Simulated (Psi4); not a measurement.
# TPSSh/def2-SVP (core potential) run of SnHSCl (SMILES [SH][Sn][Cl])

What is the vertical ionisation energy of SnHSCl at TPSSh/def2-SVP (core potential)? 

The calculation is run with Psi4 1.11.

1 further run of the same task is left out (it didn't finish).

### Step 1. The system as given

SnHSCl: 4 atoms, total charge 0, spin state singlet. As SMILES, `[SH][Sn][Cl]`. The coordinates come from a PBE0-D4/def2-TZVP relaxation.

Bond lengths: S1–Sn2 2.427 Å, Sn2–Cl3 2.379 Å, S1–H4 1.344 Å. Angles: S1–Sn2–Cl3 96.5°, Sn2–S1–H4 93.1°.

### Step 2. Energy and forces at TPSSh/def2-SVP (core potential)

input.in

```
memory 1600 MB

molecule m {
  S
  Sn 1 2.427297
  Cl 2 2.379286 1 96.54851
  H 1 1.344171 2 93.12835 3 -0.01256
  symmetry c1
  no_reorient
  no_com
}

set basis def2-SVP
set reference rks
set puream true
set e_convergence 1e-09
set d_convergence 1e-08
set scf_type pk
set dft_radial_points 99
set dft_spherical_points 590

e_tot, wfn = gradient('tpssh', return_wfn=True)
oeprop(wfn, 'MAYER_INDICES', 'MULLIKEN_CHARGES', 'WIBERG_LOWDIN_INDICES')
```

Started as:

```console
psi4 -i input.in -o input.out -n 1
```

input.out:

```text
[...]
    !!!  WARNING: ECP capability is in beta. Please check occupations closely.  !!!
[...]
  Running in c1 symmetry.
[...]
  Nuclear repulsion =  213.489053618074223
[...]
  Multiplicity = 1
[...]
  Nalpha       = 28
  Nbeta        = 28
[...]
    Number of basis functions: 67
[...]
   @RKS iter   1: -1072.97969996282632   -1.21318e+00   6.11258e-03 ADIIS/DIIS
[...]
   @RKS iter  12: -1073.07252937596286    2.04636e-12   2.60821e-09 DIIS
[...]
    Orbital Energies [Eh]
    ---------------------
    Doubly Occupied:
       1A   -101.329507     2A    -88.699653     3A     -9.355417
       4A     -7.867016     5A     -7.107476     6A     -7.103118
       7A     -7.101901     8A     -5.822468     9A     -5.818630
      10A     -5.815901    11A     -5.054419    12A     -3.411485
      13A     -3.407268    14A     -3.403362    15A     -1.016907
      16A     -1.014433    17A     -1.012110    18A     -1.011064
      19A     -1.007681    20A     -0.766935    21A     -0.699583
      22A     -0.459620    23A     -0.392186    24A     -0.320800
      25A     -0.305364    26A     -0.297480    27A     -0.260087
      28A     -0.251026
[...]
  @RKS Final Energy: -1073.07252937596286
   => Energetics <=
    Nuclear Repulsion Energy =            213.4890536180742231
    One-Electron Energy =               -1988.4332919571227194
    Two-Electron Energy =                 767.2198752163084237
    DFT Exchange-Correlation Energy =     -65.3481662532228142
    Empirical Dispersion Energy =           0.0000000000000000
    VV10 Nonlocal Energy =                  0.0000000000000000
    Total Energy =                      -1073.0725293759628585
[...]
 Multipole Moments:
 ------------------------------------------------------------------------------------
     Multipole            Electronic (a.u.)      Nuclear  (a.u.)        Total (a.u.)
 ------------------------------------------------------------------------------------
 L = 1.  Multiply by 2.5417464519 to convert [e a0] to [Debye]
 Dipole X            :         -0.0003034            0.0003890            0.0000855
 Dipole Y            :         31.7560966          -31.1460929            0.6100036
 Dipole Z            :         29.9443911          -29.6062429            0.3381482
 Magnitude           :                                                    0.6974587
[...]
  -Total Gradient:
     Atom            X                  Y                   Z
    ------   -----------------  -----------------  -----------------
       1       -0.000001541025    -0.004449511522     0.008094926581
       2        0.000001616506    -0.009316302963    -0.008124325182
       3       -0.000001334790     0.008783865619    -0.000679097032
       4        0.000001273794     0.005025576266     0.000655885375
[...]
  Mulliken Charges: (a.u.)
   Center  Symbol    Alpha    Beta     Spin     Total
       1     S     8.14657  8.14657  0.00000 -0.29314
       2    SN    10.73428 10.73428  0.00000  0.53143
       3    CL     8.67045  8.67045  0.00000 -0.34090
       4     H     0.44869  0.44869  0.00000  0.10261
   Total alpha = 28.00000, Total beta = 28.00000, Total charge =  0.00000
  Mayer Bond Indices:
[...]
```

Wall time 27 s (1 thread of AMD EPYC 7R43 (Zen 3), shared host); peak memory 1.1 GiB.

### Step 3. The doublet cation, same level

calc.inp

```
memory 1.6 GB

molecule {
  1 2
  S      0.35092214     2.81285734    -0.77422079
  Sn    -2.63749075    -0.66461668    -0.64590839
  Cl     0.16780768    -3.68553286     1.14857554
  H      2.22364073     1.42353069     0.23319220
  units bohr
  symmetry c1
}

set reference uks
set puream true
set e_convergence 1e-09
set d_convergence 1e-08
set scf_type pk
set dft_radial_points 99
set dft_spherical_points 590
set maxiter 200

gradient("tpssh/def2-SVP")
```

Started as:

```console
psi4 -n 1 calc.inp calc.out
```

calc.out (excerpt; [...] marks lines left out):

```text
[...]
    !!!  WARNING: ECP capability is in beta. Please check occupations closely.  !!!
[...]
  Running in c1 symmetry.
[...]
  Nuclear repulsion =  213.489034279884720
[...]
  Multiplicity = 2
[...]
  Nalpha       = 28
  Nbeta        = 27
[...]
    Number of basis functions: 67
[...]
   @UKS iter   1: -1072.68736794057054   -9.46674e-01   4.19135e-03 DIIS/ADIIS
[...]
   @UKS iter  17: -1072.72805730403388   -6.36646e-12   3.80126e-09 DIIS
[...]
   @S^2 Observed:                7.567912573E-01
[...]
  @UKS Final Energy: -1072.72805730403388
   => Energetics <=
    Nuclear Repulsion Energy =            213.4890342798847200
    One-Electron Energy =               -1974.9950897866106061
    Two-Electron Energy =                 753.8376407234924272
    DFT Exchange-Correlation Energy =     -65.0596425208004803
    Empirical Dispersion Energy =           0.0000000000000000
    VV10 Nonlocal Energy =                  0.0000000000000000
    Total Energy =                      -1072.7280573040338822
[...]
 Multipole Moments:
 ------------------------------------------------------------------------------------
     Multipole            Electronic (a.u.)      Nuclear  (a.u.)        Total (a.u.)
 ------------------------------------------------------------------------------------
 L = 1.  Multiply by 2.5417464519 to convert [e a0] to [Debye]
 Dipole X            :        -41.5336127           41.1784220           -0.3551906
 Dipole Y            :         -3.6259679            4.0920541            0.4660862
 Dipole Z            :        -11.8371606           11.5845445           -0.2526161
 Magnitude           :                                                    0.6381313
[...]
  -Total Gradient:
     Atom            X                  Y                   Z
    ------   -----------------  -----------------  -----------------
       1        0.004232835753    -0.013292545570     0.005369319355
       2       -0.007056276103     0.010847595106    -0.005502796166
       3        0.008524840079    -0.002324772342     0.003363826028
       4       -0.005699524731     0.004836872839    -0.003250207795
[...]
```

Run time: 54 s. Hardware: 1 thread of AMD EPYC 7R43 (Zen 3), shared host; peak memory 1.1 GiB.

### Step 4. Results

Level: TPSSh/def2-SVP (core potential).

```
                                          quantity           value
                      singlet SnHSCl: total energy  -1073.07253 Eh
                     singlet SnHSCl: dipole moment          1.77 D
                       singlet SnHSCl: HOMO energy        -6.83 eV
                       singlet SnHSCl: LUMO energy        -3.04 eV
                     singlet SnHSCl: HOMO–LUMO gap         3.80 eV
          singlet SnHSCl: largest force on an atom      0.636 eV/Å
                      doublet cation: total energy  -1072.72806 Eh
doublet cation: HOMO energy (highest over α and β)       -12.98 eV
 doublet cation: LUMO energy (lowest over α and β)       -11.90 eV
                              doublet cation: ⟨S²⟩           0.757
          doublet cation: largest force on an atom      0.769 eV/Å
vertical ionisation energy (to the doublet cation)        9.374 eV
```

What this shows: The vertical ionisation energy comes to 9.37 eV (904 kJ/mol). The largest force (singlet SnHSCl) is 0.64 eV/Å: the shape isn't a stationary point for this species at this level. The negative HOMO energy of the first species, 6.83 eV, lies 2.54 eV below that difference.
